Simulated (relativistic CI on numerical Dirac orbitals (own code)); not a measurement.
# Rb XVIII (Rb¹⁷⁺): levels and lines

Aim: the low levels of Rb¹⁷⁺, their labels and the strongest lines; further runs change one setting each.

Program: relativistic CI on numerical Dirac orbitals (own code) version 4. Level of theory: Dirac-Coulomb-Breit CI, KLI orbitals optimised for each configuration, model QED (radiative potential, 1s self-energy scaled to tabulated hydrogen-like ionisation energies). These are calculated values, not measurements, unless marked.

## Step 1: The system

```
ion                       : Rb¹⁷⁺ (Rb XVIII)
nuclear charge            : 37
electrons                 : 20
isotope                   : A = 85
first configuration typed : [Ar] 3d2
```

The outer shells:

first configuration typed
```
[Ar] core
3d [↑ ][↑ ][  ][  ][  ]
```

## Step 2: The main run

Input settings:

```ini
atom Rb  Z=37  charge=17  electrons=20
nucleus A=85  rms_radius_fm=4.2036
hamiltonian dirac-coulomb  breit=on  qed=on  c_scale=1
orbitals kli  potential=per-configuration
slater_scale 1
correlation none
mixing on
configurations
  [Ar] 3d2
  [Ne] 3s2 3p5 3d3
  [Ne] 3s 3p6 3d3
  [Ar] 3d 4s
  [Ar] 3d 4p
  [Ar] 3d 4d
  [Ar] 3d 4f
  [Ne] 3s2 3p5 3d2 4s
  [Ar] 4s2
  [Ne] 3s2 3p5 3d2 4p
  [Ar] 4s 4p
  [Ne] 3p6 3d4
  [Ne] 3p5 3d5
end
```

Started as:

```sh
> python run_levels.py task.json out
```

task.json lists these runs, among others, and the program works through them in turn.

Main fields of the result record, rounded:

```text
{
  "status": "converged",
  "levels [i, E_cm, J2, conf, term, w_term, jj, w_jj, g, tau_s, breit_cm, qed_cm]": [
    [0, 0, 4, "3s2 3p6 3d2", "3F", 0.957, "3d3/2^2", 0.8384, 0.6785, "-", 0, 0],
    [1, 12588.965, 6, "3s2 3p6 3d2", "3F", 0.9987, "3d3/2 3d5/2", 0.9987, 1.082, 0.02039, -866.1, 47.06],
    [2, 25302.904, 8, "3s2 3p6 3d2", "3F", 0.9805, "3d5/2^2", 0.6811, 1.244, 0.02453, -1823, 86.19],
    [3, 49390.436, 4, "3s2 3p6 3d2", "1D", 0.6326, "3d3/2 3d5/2", 0.7935, 1.153, 0.006547, -673.6, 37.26],
    [4, 51105.088, 0, "3s2 3p6 3d2", "3P", 0.9766, "3d3/2^2", 0.7316, "-", 1.303, 5.233, 15.61],
    [5, 57025.347, 2, "3s2 3p6 3d2", "3P", 0.9967, "3d3/2 3d5/2", 0.9967, 1.499, 0.08476, -361.1, 42.2],
    [6, 70498.182, 4, "3s2 3p6 3d2", "3P", 0.6645, "3d5/2^2", 0.9302, 1.329, 0.005471, -1572, 96.15],
    [7, 78001.242, 8, "3s2 3p6 3d2", "1G", 0.9801, "3d3/2 3d5/2", 0.6808, 1.003, 0.005235, -1469, 63.96],
    [8, 171987.65, 0, "3s2 3p6 3d2", "1S", 0.9785, "3d5/2^2", 0.7328, "-", 0.0005631, -480.6, 72.21],
    [9, 778712.74, 4, "3s2 3p5 3d3", "5D*", 0.5833, "3p3/2^3 3d3/2^2 3d5/2", 0.4112, 1.29, 2.006e-08, -2145, -130],
    [10, 780244.03, 2, "3s2 3p5 3d3", "5D*", 0.7515, "3p3/2^3 3d3/2^3", 0.3978, 1.163, 1.143e-08, -2015, -129.5],
    [11, 780728.31, 6, "3s2 3p5 3d3", "5D*", 0.4978, "3p3/2^3 3d3/2^2 3d5/2", 0.7052, 1.362, 7.234e-08, -2534, -115.3],
    [12, 783134.52, 0, "3s2 3p5 3d3", "5D*", 0.9838, "3p3/2^3 3d3/2^2 3d5/2", 0.4805, "-", 2.728e-08, -2034, -119.6],
    [13, 786219.96, 4, "3s2 3p5 3d3", "5S*", 0.9228, "3p3/2^3 3d3/2^2 3d5/2", 0.3905, 1.975, 2.503e-07, -2920, -80.23],
    [14, 786634.52, 8, "3s2 3p5 3d3", "5F*", 0.4769, "3p3/2^3 3d3/2 3d5/2^2", 0.6287, 1.397, 2.563e-07, -3140, -93.78],
    [15, 801335.92, 10, "3s2 3p5 3d3", "5F*", 0.6879, "3p3/2^3 3d3/2 3d5/2^2", 0.5891, 1.355, 5.534e-07, -3875, -80.13],
    [16, 806849.17, 2, "3s2 3p5 3d3", "5F*", 0.6165, "3p3/2^3 3d3/2^2 3d5/2", 0.584, 0.4168, 9.864e-10, -2321, -92.65],
    [17, 808271.6, 4, "3s2 3p5 3d3", "5F*", 0.3291, "3p3/2^3 3d3/2^2 3d5/2", 0.4992, 1.067, 2.14e-09, -2519, -97.17],
    [18, 809542.92, 8, "3s2 3p5 3d3", "5D*", 0.4501, "3p3/2^3 3d3/2^2 3d5/2", 0.4954, 1.358, 3.362e-09, -3403, -78.6],
    [19, 809938.62, 6, "3s2 3p5 3d3", "5D*", 0.3708, "3p3/2^3 3d3/2 3d5/2^2", 0.3462, 1.261, 2.841e-09, -2933, -89.61],
    [20, 820565.61, 12, "3s2 3p5 3d3", "5G*", 0.9594, "3p3/2^3 3d3/2 3d5/2^2", 0.5076, 1.325, 0.00787, -4409, -74.31],
    [21, 835232.69, 10, "3s2 3p5 3d3", "5G*", 0.5601, "3p3/2^3 3d3/2 3d5/2^2", 0.4894, 1.282, 1.565e-07, -4141, -54.15],
    [22, 838808.25, 4, "3s2 3p5 3d3", "3F*", 0.6337, "3p3/2^3 3d3/2 3d5/2^2", 0.6754, 0.7623, 3.156e-09, -2863, -75.58],
    [23, 839494.89, 8, "3s2 3p5 3d3", "3G*", 0.4069, "3p3/2^3 3d3/2^2 3d5/2", 0.4496, 1.143, 7.956e-09, -3236, -82.19],
    [24, 840473.49, 6, "3s2 3p5 3d3", "3G*", 0.5855, "3p3/2^3 3d3/2^2 3d5/2", 0.5215, 0.8579, 8.475e-10, -2491, -120.1],
    "... 175 more rows left out ..."
  ],
  "lines, the strongest and those to the lowest levels [upper, lower, type, S_au, A_per_s, branching]": [
    [7, 1, "M1", 0.122, 102.3, 0.5358],
    [7, 2, "M1", 0.202, 88.6, 0.4638],
    [55, 2, "M2", 3.637e-05, 184.6, 0.2032],
    [92, 2, "E1", 0.7731, 1.593e+11, 0.9012],
    [97, 3, "E1", 0.4115, 1.457e+11, 0.5953],
    [98, 0, "E1", 0.2988, 1.698e+11, 0.5211],
    [98, 3, "E1", 0.3132, 1.555e+11, 0.4771],
    [99, 7, "E1", 0.672, 1.411e+11, 0.7435],
    [102, 1, "E1", 0.3629, 1.475e+11, 0.6944],
    [104, 0, "E1", 0.3977, 2.387e+11, 0.8528],
    [106, 3, "E1", 0.3306, 1.847e+11, 0.4318],
    [107, 1, "E1", 0.7328, 3.258e+11, 0.713],
    [108, 6, "E1", 0.5365, 2.059e+11, 0.5074],
    [109, 2, "E1", 1.748, 5.99e+11, 0.9343],
    [110, 6, "E1", 0.598, 3.379e+11, 0.8591],
    [111, 0, "E1", 0.5351, 6.555e+11, 0.7285],
    [112, 1, "E1", 0.9224, 6.649e+11, 0.727],
    [112, 5, "E1", 0.3029, 1.952e+11, 0.2134],
    [113, 2, "E1", 1.393, 6.969e+11, 0.7784],
    [113, 6, "E1", 0.3302, 1.472e+11, 0.1644],
    [114, 6, "E1", 0.2659, 2.907e+11, 0.5018],
    [115, 7, "E1", 2.247, 8.154e+11, 0.9839],
    [116, 7, "E1", 1.611, 7.84e+11, 0.9723],
    [117, 3, "E1", 0.2991, 3.696e+11, 0.3486],
    [117, 5, "E1", 0.2664, 3.229e+11, 0.3047],
    [117, 6, "E1", 0.2384, 2.795e+11, 0.2637],
    [118, 8, "E1", 0.437, 4.264e+11, 0.5095],
    [134, 36, "E1", 1.083, 7.228e+10, 0.4917],
    [157, 0, "E2", 0.02477, 3.738e+07, 0.0234],
    [159, 2, "E2", 0.0707, 4.495e+07, 0.0288],
    [166, 2, "E1", 0.04752, 1.71e+11, 0.7522],
    [169, 2, "E1", 0.0319, 9.097e+10, 0.8572],
    [171, 7, "E1", 0.08552, 2.967e+11, 0.8569],
    [195, 0, "E1", 0.02489, 3.981e+11, 0.7965],
    [197, 1, "E1", 0.02283, 2.185e+11, 0.4594],
    [199, 2, "E1", 0.01672, 1.144e+11, 0.2955]
  ],
  "n_levels_all": 810,
  "total_energy [Ha]": -2826.9762909,
  "configurations [conf, odd, states, E_av_cm, breit_Ha, qed_Ha, corr_Ha]": [
    ["3s2 3p6 3d2", 0, 45, 48699.8, 1.538, 1.054, "-"],
    ["3s2 3p5 3d3", 1, 720, 967562, 1.525, 1.053, "-"],
    ["3s 3p6 3d3", 0, 240, 1.65038e+06, 1.528, 1.043, "-"],
    ["3s2 3p6 3d 4s", 0, 20, 2.11954e+06, 1.539, 1.058, "-"],
    ["3s2 3p6 3d 4p", 1, 60, 2.34705e+06, 1.54, 1.054, "-"],
    ["3s2 3p6 3d 4d", 0, 100, 2.6834e+06, 1.536, 1.054, "-"],
    ["3s2 3p6 3d 4f", 1, 140, 2.97424e+06, 1.534, 1.054, "-"],
    ["3s2 3p5 3d2 4s", 1, 540, 3.00996e+06, 1.526, 1.057, "-"],
    ["3s2 3p6 4s2", 0, 1, 4.32698e+06, 1.541, 1.062, "-"],
    ["3s2 3p5 3d2 4p", 0, 1620, 3.23819e+06, 1.527, 1.054, "-"],
    ["3s2 3p6 4s 4p", 1, 12, 4.53202e+06, 1.541, 1.059, "-"],
    ["3p6 3d4", 0, 210, 3.28672e+06, 1.519, 1.032, "-"],
    ["3p5 3d5", 1, 1512, 4.18961e+06, 1.507, 1.032, "-"]
  ],
  "radial 3s2 3p6 3d2 [Ha, bohr]": {"<r^-3>(3d)": 45.877, "<r^1>(3d)": 0.42344, "<r^2>(3d)": 0.20976, "<r^4>(3d)": 0.076445, "F2(3d,3d)": 1.0852, "F4(3d,3d)": 0.69705, "zeta(3d)": 0.031578},
  "radial 3s2 3p5 3d3 [Ha, bohr]": {"<r^-3>(3p)": 307.54, "<r^1>(3p)": 0.46087, "<r^2>(3p)": 0.24514, "<r^4>(3p)": 0.093129, "zeta(3p)": 0.28097, "<r^-3>(3d)": 45.579, "<r^1>(3d)": 0.42459, "<r^2>(3d)": 0.21093, "<r^4>(3d)": 0.077319, "F2(3d,3d)": 1.0819, "F4(3d,3d)": 0.69489, "F2(3p,3d)": 0.98249, "G1(3p,3d)": 1.1043, "G3(3p,3d)": 0.72027, "zeta(3d)": 0.030918},
  "ionisation_energy [eV]": 654.351
}
```

Run time: 0.68 s. Hardware: 1 thread of Arm Neoverse V2, shared host.

Lowest levels:

| level | energy (cm⁻¹) | LS purity (%) | jj purity (%) | radiative lifetime (s) |
| --- | --- | --- | --- | --- |
| 3d2 3F2 | 0.0 | 96 | 84 | - |
| 3d2 3F3 | 12589.0 | 100 | 100 | 0.02 |
| 3d2 3F4 | 25303 | 98 | 68 | 0.025 |
| 3d2 1D2 | 49390 | 63 | 79 | 0.0065 |
| 3d2 3P0 | 51105 | 98 | 73 | 1.3 |
| 3d2 3P1 | 57025 | 100 | 100 | 0.085 |
| 3d2 [3d5/2^2] J=2 | 70498 | 66 | 93 | 0.0055 |
| 3d2 1G4 | 78001 | 98 | 68 | 0.0052 |
| 3d2 1S0 | 171988 | 98 | 73 | 0.00056 |
| 3p5 3d3 5D°2 | 778713 | 58 | 41 | 2e-08 |
| 3p5 3d3 5D°1 | 780244 | 75 | 40 | 1.1e-08 |
| 3p5 3d3 [3p3/2^3 3d3/2^2 3d5/2] J=3° | 780728 | 50 | 71 | 7.2e-08 |
| 3p5 3d3 5D°0 | 783135 | 98 | 48 | 2.7e-08 |
| 3p5 3d3 5S°2 | 786220 | 92 | 39 | 2.5e-07 |

Where the configurations lie:

| configuration | levels among the lowest 60 | parity | lowest (cm⁻¹) | highest (cm⁻¹) |
| --- | --- | --- | --- | --- |
| 3d2 | 9 | even | 0.0 | 171988 |
| 3p5 3d3 | 51 | odd | 778713 | 936304 |

The strongest allowed lines among the lowest 200 of 810 levels, ranked by gA:

| upper | lower | wavelength (nm) | A (1/s) |
| --- | --- | --- | --- |
| 3p5 3d3 1G°4 (ii) | 3d2 1G4 | 8.528 | 8.15e+11 |
| 3p5 3d3 1F°3 (iii) | 3d2 1G4 | 8.409 | 7.84e+11 |
| 3p5 3d3 3F°4 (vi) | 3d2 3F4 | 8.693 | 5.99e+11 |
| 3p5 3d3 3D°3 (v) | 3d2 3F4 | 8.333 | 6.97e+11 |
| 3p5 3d3 3D°2 (vii) | 3d2 3F3 | 8.253 | 6.65e+11 |
| 3p5 3d3 3F°3 + 3D° (viii) | 3d2 3F3 | 8.667 | 3.26e+11 |
| 3d 4p 1F°3 | 3d2 1G4 | 4.369 | 2.97e+11 |
| 3p5 3d3 3D°1 (vii) | 3d2 3F2 | 8.200 | 6.55e+11 |
| 3p5 3d3 3G°5 (iv) | 3d2 3F4 | 9.634 | 1.59e+11 |
| 3p5 3d3 3P°2 (iv) | 3d2 [3d5/2^2] J=2 | 8.951 | 3.38e+11 |

## Step 3: Without the Breit term

The settings differ from step 2 so:

```diff
@@ -2,3 +2,3 @@
 nucleus A=85  rms_radius_fm=4.2036
-hamiltonian dirac-coulomb  breit=on  qed=on  c_scale=1
+hamiltonian dirac-coulomb  breit=off  qed=on  c_scale=1
 orbitals kli  potential=per-configuration
```

Results of the run:

```text
{
  "status": "converged",
  "levels [i, E_cm, J2, conf, term, w_term, w_jj]": [
    [0, 0, 4, "3s2 3p6 3d2", "3F", 0.9541, 0.8437],
    [1, 13458.201, 6, "3s2 3p6 3d2", "3F", 0.9987, 0.9987],
    [2, 27127.93, 8, "3s2 3p6 3d2", "3F", 0.9789, 0.6756],
    [3, 50069.147, 4, "3s2 3p6 3d2", "1D", 0.6266, 0.8],
    [4, 51096.7, 0, "3s2 3p6 3d2", "3P", 0.9746, 0.7378],
    [5, 57389.28, 2, "3s2 3p6 3d2", "3P", 0.9968, 0.9968],
    [6, 72074.344, 4, "3s2 3p6 3d2", "3P", 0.6607, 0.9326],
    [7, 79475.845, 8, "3s2 3p6 3d2", "1G", 0.9785, 0.6753],
    [8, 172476.76, 0, "3s2 3p6 3d2", "1S", 0.9766, 0.7389],
    [9, 780863.69, 4, "3s2 3p5 3d3", "5D*", 0.5705, 0.4057],
    [10, 782267.86, 2, "3s2 3p5 3d3", "5D*", 0.7423, 0.4067],
    [11, 783272.32, 6, "3s2 3p5 3d3", "5D*", 0.4864, 0.7126],
    "... 188 more rows left out ..."
  ],
  "n_levels_all": 810,
  "total_energy [Ha]": -2828.518832,
  "configurations [conf, odd, states, E_av_cm, breit_Ha, qed_Ha, corr_Ha]": [
    ["3s2 3p6 3d2", 0, 45, 49718.7, 1.538, 1.054, "-"],
    ["3s2 3p5 3d3", 1, 720, 971391, 1.525, 1.053, "-"],
    ["3s 3p6 3d3", 0, 240, 1.65349e+06, 1.528, 1.043, "-"],
    ["3s2 3p6 3d 4s", 0, 20, 2.1203e+06, 1.539, 1.058, "-"],
    ["3s2 3p6 3d 4p", 1, 60, 2.34763e+06, 1.54, 1.054, "-"],
    ["3s2 3p6 3d 4d", 0, 100, 2.68492e+06, 1.536, 1.054, "-"],
    ["3s2 3p6 3d 4f", 1, 140, 2.9761e+06, 1.534, 1.054, "-"],
    ["3s2 3p5 3d2 4s", 1, 540, 3.01365e+06, 1.526, 1.057, "-"],
    ["3s2 3p6 4s2", 0, 1, 4.32741e+06, 1.541, 1.062, "-"],
    ["3s2 3p5 3d2 4p", 0, 1620, 3.2417e+06, 1.527, 1.054, "-"],
    ["3s2 3p6 4s 4p", 1, 12, 4.53227e+06, 1.541, 1.059, "-"],
    ["3p6 3d4", 0, 210, 3.29179e+06, 1.519, 1.032, "-"],
    ["3p5 3d5", 1, 1512, 4.19734e+06, 1.507, 1.032, "-"]
  ],
  "ionisation_energy [eV]": 654.495
}
```

Wall time 0.4 s (1 thread of Arm Neoverse V2, shared host).

Shifts of the excitation energies against the main run, counted from its lowest level (cm⁻¹):

| level | main run | shift |
| --- | --- | --- |
| 3d2 3F3 | 12589.0 | +869.2 |
| 3d2 3F4 | 25303 | +1825.0 |
| 3d2 1D2 | 49390 | +678.7 |
| 3d2 3P0 | 51105 | -8.4 |
| 3d2 3P1 | 57025 | +363.9 |
| 3d2 [3d5/2^2] J=2 | 70498 | +1576.2 |
| 3d2 1G4 | 78001 | +1474.6 |
| 3d2 1S0 | 171988 | +489.1 |
| 3p5 3d3 5D°2 | 778713 | +2150.9 |
| 3p5 3d3 5D°1 | 780244 | +2023.8 |
| 3p5 3d3 [3p3/2^3 3d3/2^2 3d5/2] J=3° | 780728 | +2544.0 |
| 3p5 3d3 5D°0 | 783135 | +2043.2 |

## Step 4: Without QED terms

The settings differ from step 3 so:

```diff
@@ -2,3 +2,3 @@
 nucleus A=85  rms_radius_fm=4.2036
-hamiltonian dirac-coulomb  breit=off  qed=on  c_scale=1
+hamiltonian dirac-coulomb  breit=on  qed=off  c_scale=1
 orbitals kli  potential=per-configuration
```

Results of the run:

```text
{
  "status": "converged",
  "levels [i, E_cm, J2, conf, term, w_term, w_jj]": [
    [0, 0, 4, "3s2 3p6 3d2", "3F", 0.9572, 0.8381],
    [1, 12541.914, 6, "3s2 3p6 3d2", "3F", 0.9987, 0.9987],
    [2, 25216.711, 8, "3s2 3p6 3d2", "3F", 0.9806, 0.6816],
    [3, 49353.19, 4, "3s2 3p6 3d2", "1D", 0.6333, 0.793],
    [4, 51089.463, 0, "3s2 3p6 3d2", "3P", 0.9767, 0.7313],
    [5, 56983.151, 2, "3s2 3p6 3d2", "3P", 0.9967, 0.9967],
    [6, 70402.047, 4, "3s2 3p6 3d2", "3P", 0.665, 0.9299],
    [7, 77937.303, 8, "3s2 3p6 3d2", "1G", 0.9802, 0.6813],
    [8, 171915.47, 0, "3s2 3p6 3d2", "1S", 0.9787, 0.7324],
    [9, 778842.77, 4, "3s2 3p5 3d3", "5D*", 0.584, 0.4115],
    [10, 780373.53, 2, "3s2 3p5 3d3", "5D*", 0.7521, 0.3972],
    [11, 780843.58, 6, "3s2 3p5 3d3", "5D*", 0.4984, 0.7048],
    "... 188 more rows left out ..."
  ],
  "n_levels_all": 810,
  "total_energy [Ha]": -2828.0295602,
  "configurations [conf, odd, states, E_av_cm, breit_Ha, qed_Ha, corr_Ha]": [
    ["3s2 3p6 3d2", 0, 45, 48636.5, 1.538, 1.054, "-"],
    ["3s2 3p5 3d3", 1, 720, 967589, 1.525, 1.053, "-"],
    ["3s 3p6 3d3", 0, 240, 1.65269e+06, 1.528, 1.043, "-"],
    ["3s2 3p6 3d 4s", 0, 20, 2.11858e+06, 1.539, 1.058, "-"],
    ["3s2 3p6 3d 4p", 1, 60, 2.34681e+06, 1.54, 1.054, "-"],
    ["3s2 3p6 3d 4d", 0, 100, 2.6832e+06, 1.536, 1.054, "-"],
    ["3s2 3p6 3d 4f", 1, 140, 2.97401e+06, 1.534, 1.054, "-"],
    ["3s2 3p5 3d2 4s", 1, 540, 3.00909e+06, 1.526, 1.057, "-"],
    ["3s2 3p6 4s2", 0, 1, 4.32507e+06, 1.541, 1.062, "-"],
    ["3s2 3p5 3d2 4p", 0, 1620, 3.23804e+06, 1.527, 1.054, "-"],
    ["3s2 3p6 4s 4p", 1, 12, 4.53085e+06, 1.541, 1.059, "-"],
    ["3p6 3d4", 0, 210, 3.29139e+06, 1.519, 1.032, "-"],
    ["3p5 3d5", 1, 1512, 4.19434e+06, 1.507, 1.032, "-"]
  ],
  "ionisation_energy [eV]": 654.324
}
```

Run time: 0.4 s. Hardware: 1 thread of Arm Neoverse V2, shared host.

How the levels moved (cm⁻¹, from the main run's lowest level):

```csv
level,main run,shift
3d2 3F3,12589.0,-47.1
3d2 3F4,25303,-86.2
3d2 1D2,49390,-37.2
3d2 3P0,51105,-15.6
3d2 3P1,57025,-42.2
3d2 [3d5/2^2] J=2,70498,-96.1
3d2 1G4,78001,-63.9
3d2 1S0,171988,-72.2
3p5 3d3 5D°2,778713,+130.0
3p5 3d3 5D°1,780244,+129.5
3p5 3d3 [3p3/2^3 3d3/2^2 3d5/2] J=3°,780728,+115.3
3p5 3d3 5D°0,783135,+119.5
```

## Step 5: The runs side by side

| run | time | mean size of shift, levels followed (cm⁻¹) | lowest level | ionisation energy (eV) |
| --- | --- | --- | --- | --- |
| main run | 0.68 s | 0 | 3d2 3F2 | 654.35 |
| without the Breit term | 0.4 s | 1337 | 3d2 3F2 | 654.49 |
| without QED terms | 0.4 s | 79.6 | 3d2 3F2 | 654.32 |

The tabulated theoretical ionisation energy (NIST) is 654 eV.

## Step 6: What came out

| quantity | value |
| --- | --- |
| lowest level | 3d2 3F2 |
| first excitation | 3d2 3F3, 12589.0 cm⁻¹ |
| lowest level of the other parity | 3p5 3d3 5D°2, 778713 cm⁻¹ |
| levels in the model | 810 |
| fastest E1 line (by rate) to the lowest level among the lowest 200 of 810 levels | 8.200 nm, from 3p5 3d3 3D°1 (vii) |
| ionisation energy | 654.35 eV |
| ionisation energy, tabulated theoretical (NIST) | 654 eV |

3d2 3F2 comes out lowest; its LS label holds 96 % and its jj label 84 %; over the low levels the means are 83 and 69 %, so LS coupling describes them better. The ionisation energy agrees with the tabulated theoretical value within its uncertainty of 3 eV. The largest mover is «without the Breit term» (1337 cm⁻¹ on average). Lifetimes count radiative decay inside the model alone.
